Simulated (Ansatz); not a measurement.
**Mn (diamond type): how the settings move a single-point run**

Question: which choices in the input matter for Mn (diamond type)?

Program: Ansatz 0.2.0. Level of theory: reference: DFT, PBEsol, all-electron LAPW, scalar-relativistic. These are calculated values, not measurements.

2 further runs of the same task are left out: 2 that didn't finish. Runs told in other sessions of the task aren't counted.

## Step 1: The starting structure

The structure is cubic, space group Fd-3m (No. 227). The conventional cell has a = 3.598 Å, b = 3.598 Å, c = 3.598 Å, α = 90.00°, β = 90.00°, γ = 90.00°. Mn (site symmetry -43m) has 4 Mn at 1.56 Å in its first shell of neighbours.

Coordinates:

```
CELL_PARAMETERS angstrom
0.00000 1.79886 1.79886
1.79886 0.00000 1.79886
1.79886 1.79886 0.00000
ATOMIC_POSITIONS crystal
Mn 0.87500 0.87500 0.87500
Mn 0.12500 0.12500 0.12500
```

## Step 2: The reference run

input.yaml reads:

```yaml
crystal:
  lattice:
    - [0.0, 1.7988642163, 1.7988642163]
    - [1.7988642163, 0.0, 1.7988642163]
    - [1.7988642163, 1.7988642163, 0.0]
  atoms:
    - { symbol: Mn, position: [-0.125, -0.125, -0.125], spin: 3.0 }
    - { symbol: Mn, position: [0.125, 0.125, 0.125], spin: 3.0 }
magnetization:
  spin_polarized: true
kpoints:
  mp_grid: { grid: [15, 15, 15] }
  band_path:
    path:
      - [0.0, 0.0, 0.0]
      - [0.5, 0.0, 0.5]
      - [0.625, 0.25, 0.625]
      - [0.375, 0.375, 0.75]
      - [0.0, 0.0, 0.0]
      - [0.5, 0.5, 0.5]
      - [0.5, 0.25, 0.75]
      - [0.5, 0.0, 0.5]
    npoints: 8
scf:
  occupations: { method: fermi_dirac, width: 0.08 }
hamiltonian:
  xc: pbesol
  pseudopotentials: { kind: all_electron, lapw: { basis_error: 0.001 } }
output:
  forces: true
  stress: true
  eigenvalues: true
  populations: true
  dos: { projected: true, de: 0.2, e_range: [-14, 8] }
```

Launch:

```bash
ansatz run input.yaml --threads 1 --pin off --max-ram 3072MiB --backend cpu --events-out ev --progress --plain --runs-dir out
```

## Step 3: Changed: mp_grid.grid [10, 10, 10], mp_grid.shift [0.5, 0.5, 0.5], occupations.method tetrahedron, width left out

input.yaml: that of step 2 with these lines changed.

```diff
@@ -11,3 +11,3 @@
 kpoints:
-  mp_grid: { grid: [15, 15, 15] }
+  mp_grid: { grid: [10, 10, 10], shift: [0.5, 0.5, 0.5] }
   band_path:
@@ -24,3 +24,3 @@
 scf:
-  occupations: { method: fermi_dirac, width: 0.08 }
+  occupations: { method: tetrahedron }
 hamiltonian:
@@ -33,2 +33 @@
   populations: true
-  dos: { projected: true, de: 0.2, e_range: [-14, 8] }
```

What does the calculation give? Wanted: for each run, ending; energy change; pressure; gap; force.

The runs gave:

```
                                                                                                        run     ending        energy change  pressure (GPa)  gap (eV)  force (eV/Å)  cycles  time
                                                                                                  reference  converged                    0           969.7      0.00          0.00      10  61 s
1: mp_grid.grid [10, 10, 10], mp_grid.shift [0.5, 0.5, 0.5], occupations.method tetrahedron, width left out  converged  +5.6 meV/atom (σ→0)           972.4      0.00          0.02      16  76 s
```

Times don't compare one to one where runs were asked for different outputs or read a saved state (see the inputs); cycles may leave out searches for a lower state.

Residual by cycle in the longest SCF loop of each run; runs are numbered as in the table. The quantity is the density residual dr2, in eV.

```
cycle  reference    run 1
    1       2.21     3.16
    2       1.18     1.31
    4     4.7e-4   1.8e-4
    5     8.4e-5   1.2e-4
    6     9.9e-6   1.6e-5
    8    3.5e-10   2.6e-5
    9    9.1e-12   2.2e-5
   11          -   5.6e-6
   12          -   7.7e-6
   13          -   2.2e-8
   15          -  1.2e-10
   16          -  1.4e-13
```

What this shows: Changing the k-point mesh and smearing moves the energy by +5.6 meV/atom (σ→0 values), and the pressure goes from 969.7 to 972.4 GPa and the largest force goes from 0.00 to 0.02 eV/Å. More than one kind of setting changed, and this run alone doesn't tell their shares apart. The structure is not at rest: the sound run finds 970 GPa, so these are no properties of the relaxed crystal. 
